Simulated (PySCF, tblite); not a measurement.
**C5H7FO2Si: geometry, infrared bands and NMR shifts**

What infrared bands and NMR shifts should C5H7FO2Si (`CC(=O)[SiH2]/C(F)=C\C=O`) show?

Computed with tblite 0.8.0 and PySCF 2.14.0, with density-fitted response routines of our own, on a single molecule in the gas phase. Atoms count from 0, in the outputs and in this text.

### Step 1. Starting geometry

16 atoms, charge 0, multiplicity 1; geometry from: force field or distance geometry start.

Bonds of the start (Å): C0–C1 1.51, C1–O2 1.21, C1–Si3 1.89, Si3–C4 1.84, C4–F5 1.37, C4–C6 1.33, C6–C7 1.49, C7–O8 1.23, C0–H9 1.09, C0–H10 1.10, C0–H11 1.09, Si3–H12 1.50, Si3–H13 1.49, C6–H14 1.09, C7–H15 1.11.

### Step 2. Relaxing the molecule with GFN2-xTB

The job: settings as JSON, then the geometry in Å.

```
{"job": {"kind": "relax", "xc": "GFN2-xTB", "basis": "xTB"}, "charge": 0, "multiplicity": 1}
C     -1.115800    -2.210400     0.448200
C     -1.074700    -1.018800    -0.479000
O     -2.050600    -0.429600    -0.875300
Si     0.618600    -0.437800    -1.095900
C      0.846300     1.381100    -0.926100
F      1.169700     2.020400    -2.089200
C      0.727800     2.163900     0.148300
C      0.395700     1.717600     1.527200
O      0.344200     0.535400     1.863400
H     -0.431000    -2.087400     1.286200
H     -2.136600    -2.298400     0.860600
H     -0.893000    -3.122700    -0.104500
H      1.718200    -1.141300    -0.357200
H      0.810200    -0.836300    -2.517100
H      0.874300     3.239500     0.052800
H      0.189000     2.533900     2.246000
```

Command:

```console
$ OMP_NUM_THREADS=1 python probes_run.py task.json out
```

One launch serves the whole session: the jobs run in the order shown.

**Question.** This job is followed by: GFN2-xTB harmonic vibrations, gas phase; GIAO PBE0/pcSseg-1 NMR shielding, non-relativistic, gas phase. What will the session give for the following? strongest single infrared mode (GFN2-xTB); zero-point energy (GFN2-xTB); 13C shifts against TMS (PBE0/pcSseg-1); 1H shifts against TMS (PBE0/pcSseg-1, means over atoms taken as alike); 17O shifts against H2O (PBE0/pcSseg-1); 29Si shifts against TMS (PBE0/pcSseg-1); 19F shifts against CFCl3 (PBE0/pcSseg-1); surface potential, 1st and 99th percentile.

As calculated:

| quantity | value |
| --- | --- |
| strongest single infrared mode (GFN2-xTB) | 2144 cm⁻¹, 334 km/mol |
| zero-point energy (GFN2-xTB) | 66.2 kcal/mol |
| 13C shifts against TMS (PBE0/pcSseg-1) | 235.3, 213.1, 200.3, 126.0, 41.3 ppm |
| 1H shifts against TMS (PBE0/pcSseg-1, means over atoms taken as alike) | 9.45, 6.77, 4.80, 2.57 ppm |
| 17O shifts against H2O (PBE0/pcSseg-1) | 758.7, 566.4 ppm |
| 29Si shifts against TMS (PBE0/pcSseg-1) | -78.7 ppm |
| 19F shifts against CFCl3 (PBE0/pcSseg-1) | -48.2 ppm |
| surface potential, 1st and 99th percentile | -1.56 V and 1.37 V |

**Reading.** Over 110 steps the energy fell by 0.430 eV; of the close pairs, Si3–C4 changed most, 1.841 to 1.897 Å. All 42 modes are real, so the xTB geometry is a minimum. The strongest single mode, at 2144 cm⁻¹, moves mainly H13. GFN2-xTB is a fitted tight-binding method: band positions and strengths are rough. Its intensities can rank the bands wrongly. H15 (hydrogen on an aldehyde carbonyl carbon) lies farthest downfield among hydrogen, at 9.45 ppm; the C=O anisotropy and electron withdrawal place aldehyde protons far downfield. At PBE0/pcSseg-1: Shielding is most anisotropic at O2 (span 1508 ppm, paramagnetic term -825 ppm). By nearest atom (PBE0/pcSseg-1), the HOMO sits on O2 49 %; C1 14 % and the LUMO on C4 29 %; C7 23 %.
